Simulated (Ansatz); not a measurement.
**H₉InO₃Si₃: a ladder of functionals and wavefunction methods**

An exercise on one series of results from a longer session: the logs are not shown, and one member is left open.

Computed with Ansatz 0.2.0, Gaussian basis. Level: functionals in def2-TZVPP, the program's frozen cores in correlated methods.

Plan: LDA (SPW92), PBE-D4, revPBE-D4, BLYP-D4, r2SCAN-D4, B97M-V, PBE0-D4, B3LYP-D4, r2SCANh-D4, r2SCAN0-D4, HSE06-D4, BHLYP-D4, CAM-B3LYP-D4, LC-ωPBE, ωB97X-V, ωB97M-V, B2PLYP, PBE-QIDH; CCSD(T)/def2-SVP.

## Structure used throughout

An earlier PBE0-D4 in a triple-zeta def2 set relaxation fixed the geometry. In takes the def2 core potential; no spin-orbit term is included.

SMILES `[SiH3][O][In]([O][SiH3])[O][SiH3]`, 16 atoms, charge 0, spin multiplicity 1.

Atoms are counted from 1 here; the program's logs count them from 0.

Bond lengths: Si1–O2 1.636 Å, Si1–H8 1.485 Å, Si1–H9 1.492 Å, Si1–H10 1.488 Å, O2–In3 1.953 Å, In3–O4 1.947 Å, In3–O6 1.961 Å, O4–Si5 1.637 Å, Si5–H11 1.490 Å, Si5–H12 1.490 Å, Si5–H13 1.485 Å, O6–Si7 1.635 Å, Si7–H14 1.486 Å, Si7–H15 1.489 Å, Si7–H16 1.492 Å. Angles: O2–Si1–H8 108.7°, O2–Si1–H9 111.0°, O2–Si1–H10 110.9°, H8–Si1–H9 109.0°, H8–Si1–H10 109.2°, H9–Si1–H10 108.1°, Si1–O2–In3 134.9°, O2–In3–O4 119.9°, O2–In3–O6 120.9°, O4–In3–O6 119.2°, In3–O4–Si5 135.1°, O4–Si5–H11 111.1°, O4–Si5–H12 111.1°, O4–Si5–H13 108.1°, H11–Si5–H12 108.1°, H11–Si5–H13 109.1°, H12–Si5–H13 109.1°, In3–O6–Si7 135.6° and more.

The first run:

in.yaml reads:

```yaml
crystal:
  periodic: [false, false, false]
  atoms:
    - {symbol: Si, position_ang: [0.854612, -3.024848, -0.338850]}
    - {symbol: O, position_ang: [0.411459, -1.689632, -1.174800]}
    - {symbol: In, position_ang: [-0.047411, 0.147353, -0.694994]}
    - {symbol: O, position_ang: [-0.400066, 1.455757, -2.093187]}
    - {symbol: Si, position_ang: [-0.807994, 3.041364, -2.120533]}
    - {symbol: O, position_ang: [-0.159616, 0.699216, 1.183597]}
    - {symbol: Si, position_ang: [-0.035175, -0.051090, 2.631380]}
    - {symbol: H, position_ang: [1.638787, -3.909807, -1.238017]}
    - {symbol: H, position_ang: [1.694574, -2.663861, 0.839898]}
    - {symbol: H, position_ang: [-0.340053, -3.762955, 0.154358]}
    - {symbol: H, position_ang: [-2.104918, 3.274457, -1.425966]}
    - {symbol: H, position_ang: [0.230619, 3.875084, -1.453521]}
    - {symbol: H, position_ang: [-0.932778, 3.461914, -3.539382]}
    - {symbol: H, position_ang: [-0.800335, 0.725630, 3.640782]}
    - {symbol: H, position_ang: [1.386806, -0.143385, 3.062104]}
    - {symbol: H, position_ang: [-0.588510, -1.435188, 2.567122]}
basis:
  gaussian: {orbitals: def2-TZVPP}
hamiltonian: {xc: lda}
output: {orbitals: {seedname: orbitals}}
```

Steps of the session up to this table: LDA; PBE-D4 (GGA); revPBE-D4 (GGA); BLYP-D4 (GGA); r2SCAN-D4 (meta-GGA); B97M-V (meta-GGA); PBE0-D4 (hybrid); B3LYP-D4 (hybrid); r2SCANh-D4 (hybrid); r2SCAN0-D4 (hybrid); HSE06-D4 (hybrid); BHLYP-D4 (hybrid); CAM-B3LYP-D4 (range-separated); LC-ωPBE (range-separated); ωB97X-V (range-separated); ωB97M-V (range-separated); B2PLYP (double hybrid); PBE-QIDH (double hybrid).

One of the session's tables, all rows but one given; the rest of the session is left out.

It belongs to the step «Frontier levels by functional». 

| functional | HOMO (eV) | LUMO (eV) | gap (eV) |
| --- | --- | --- | --- |
| LDA (SPW92) | -7.29 | -3.81 | 3.49 |
| PBE-D4 | -7.18 | -3.48 | 3.70 |
| revPBE-D4 | -7.13 | -3.34 | 3.79 |
| BLYP-D4 | -7.09 | -3.42 | 3.66 |
| r2SCAN-D4 | -7.51 | -3.26 | 4.26 |
| B97M-V | -7.63 | -3.49 | 4.14 |
| PBE0-D4 | -8.57 | -2.54 | 6.03 |
| B3LYP-D4 | ? | ? | ? |
| r2SCANh-D4 | -8.03 | -2.92 | 5.11 |
| r2SCAN0-D4 | -8.81 | -2.41 | 6.39 |
| HSE06-D4 | -8.17 | -2.91 | 5.26 |
| BHLYP-D4 | -9.92 | -1.63 | 8.29 |
| CAM-B3LYP-D4 | -9.98 | -1.56 | 8.42 |
| LC-ωPBE | -11.31 | -0.21 | 11.10 |
| ωB97X-V | -10.98 | -0.45 | 10.53 |
| ωB97M-V | -10.85 | -0.67 | 10.19 |

Q: Estimate the row for B3LYP-D4 from the others.

Worked estimate for «HOMO (eV)». Against the share of exact exchange, BLYP-D4 (0, -7.09), BHLYP-D4 (0.5, -9.92) give a slope of -5.66 per unit share; at 0.2 the line stands at -8.22.

As computed: HOMO (eV): -8.37; LUMO (eV): -2.85; gap (eV): 5.51. In «HOMO (eV)» the line misses by +0.15.
